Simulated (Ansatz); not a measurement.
# BHLYP/STO-3G run of H2SO2 (SMILES O=[SH2]=O)

Aim: the electronic atomisation energy of H2SO2 at BHLYP/STO-3G, from 4 runs. 

Program for the calculation: Ansatz 0.2.0.

45 further runs of the same task are left out: 1 that didn't finish, 44 set aside as unsound or not needed.

**1. The structure to begin with**

The species is H2SO2 (5 atoms), meant as a singlet with charge 0. As SMILES, `O=[SH2]=O`. Geometry: relaxed at GFN2-xTB.

Bond lengths: O1–S2 1.425 Å, S2–O3 1.425 Å, S2–H4 1.399 Å, S2–H5 1.399 Å. Angles: O1–S2–O3 121.4°, O1–S2–H4 107.9°, O1–S2–H5 107.9°, O3–S2–H4 107.9°, O3–S2–H5 107.9°, H4–S2–H5 102.1°.

**2. A single-point energy at BHLYP/STO-3G**

in.yaml

```yaml
crystal:
  periodic: [false, false, false]
  atoms:
    - symbol: O
      position_ang: [-0.986390, 0.275820, 1.043450]
    - symbol: S
      position_ang: [0.013430, -0.014140, 0.070290]
    - symbol: O
      position_ang: [1.269430, -0.576280, 0.440760]
    - symbol: H
      position_ang: [-0.558620, -0.842170, -0.901330]
    - symbol: H
      position_ang: [0.262150, 1.156770, -0.653170]
basis:
  gaussian: {orbitals: STO-3G}
hamiltonian: {xc: {name: BHLYP}}
accuracy: high
```

Launch:

```
$ ansatz run in.yaml --threads 1 --pin off --max-ram 2610MiB --events-out events.jsonl --progress --plain --runs-dir runs
```

What it wrote:

```text
Warning: RAYON_NUM_THREADS=1 ignored (pool sized by the plan → 1); use --threads N
Functional definition: BHLYP
  name "BHLYP"
  parameter a = 0.5
  exchange = (1 - a)*b88_x + a*exact_x
  correlation = lyp_c
388 factors; integrals over basis functions are off by at most 2.6e-8 eV
mean field evaluation 1: about -14762.8349 eV, gradient 4.9e1 eV
mean field evaluation 2: about -14759.1276 eV, gradient 6.3e1 eV
mean field evaluation 4: about -14771.3868 eV, gradient 6.8e-1 eV
mean field evaluation 8: about -14771.4701 eV, gradient 2.9e-3 eV
mean field evaluation 16: about -14771.4701 eV, gradient 7.6e-8 eV
mean field -14771.47013051 eV, -542.8415148342 hartree, gradient 7.6e-8 eV, S^2 0.000000; 0 other end points of the search recorded, 0 dependent functions left out
reference -14771.47014520 eV, -542.8415153739 hartree; 17, 17 occupied and 4, 4 virtual orbitals, 388 factors
Total energy: -14771.47014520 eV, -542.8415153739 hartree
```

Wall time 1.1 s (1 thread of Arm Neoverse V1, shared host); peak memory 0.096 GiB.

**3. The H atom, same level**

job.yaml

```yaml
crystal:
  periodic: [false, false, false]
  atoms:
    - symbol: H
      position_ang: [0.000000, 0.000000, 0.000000]
basis:
  gaussian:
    orbitals: STO-3G
magnetization:
  spin_polarized: true
  initial_magnetization: 1
hamiltonian:
  xc: {name: BHLYP}
accuracy: high
```

Launch:

```
$ ansatz run job.yaml --threads 1 --pin off --max-ram 2610MiB --events-out events.jsonl --progress --plain --runs-dir runs
```

What it wrote, cut to the lines that bear on the results:

```text
Warning: RAYON_NUM_THREADS=1 ignored (pool sized by the plan → 1); use --threads N
[... 5 set-up lines as earlier in the session ...]
1 factors; integrals over basis functions are off by at most 4.6e-10 eV
mean field evaluation 1: about -12.6441 eV, gradient 0.0e0 eV
mean field evaluation 2: about -12.6441 eV, gradient 0.0e0 eV
mean field -12.64407579 eV, -0.4646612147 hartree, gradient 0.0e0 eV, S^2 0.750000; 0 other end points of the search recorded, 0 dependent functions left out
reference -12.64408485 eV, -0.4646615477 hartree; 1, 0 occupied and 0, 1 virtual orbitals, 1 factors
Total energy: -12.64408485 eV, -0.4646615477 hartree
```

Wall time 0.08 s (1 thread of Arm Neoverse V1, shared host).

**4. The O atom at the same level**

input.yaml

```yaml
crystal:
  periodic: [false, false, false]
  atoms:
    - {symbol: O, position_ang: [0.000000, 0.000000, 0.000000]}
basis:
  gaussian: {orbitals: STO-3G}
accuracy: high
magnetization: {spin_polarized: true, initial_magnetization: 2}
hamiltonian: {xc: {name: BHLYP}}
```

Run the same way, it converges to -74.03523 Eh (log not shown).

**5. The S atom**

run.yaml

```yaml
crystal:
  periodic: [false, false, false]
  atoms:
    - symbol: S
      position_ang: [0.000000, 0.000000, 0.000000]
basis:
  gaussian: {orbitals: STO-3G}
magnetization: {spin_polarized: true, initial_magnetization: 2}
hamiltonian: {xc: {name: BHLYP}}
accuracy: high
```

Run the same way, it converges to -393.69688 Eh (log not shown).

**6. Summary of results**

At BHLYP/STO-3G:

| quantity | value |
| --- | --- |
| molecule: total energy | -542.84152 Eh |
| H atom: total energy | -0.46466 Eh |
| H atom: ⟨S²⟩ | 0.750 |
| O atom: total energy | -74.03523 Eh |
| O atom: ⟨S²⟩ | 2.000 |
| S atom: total energy | -393.69688 Eh |
| S atom: ⟨S²⟩ | 2.000 |
| electronic atomisation energy | 3.941 eV |

In words: Taking the molecule apart into free atoms costs 3.94 eV (91 kcal/mol), before zero-point energy and without spin-orbit coupling. In a minimal basis such a difference can be off by several eV, whatever the method.
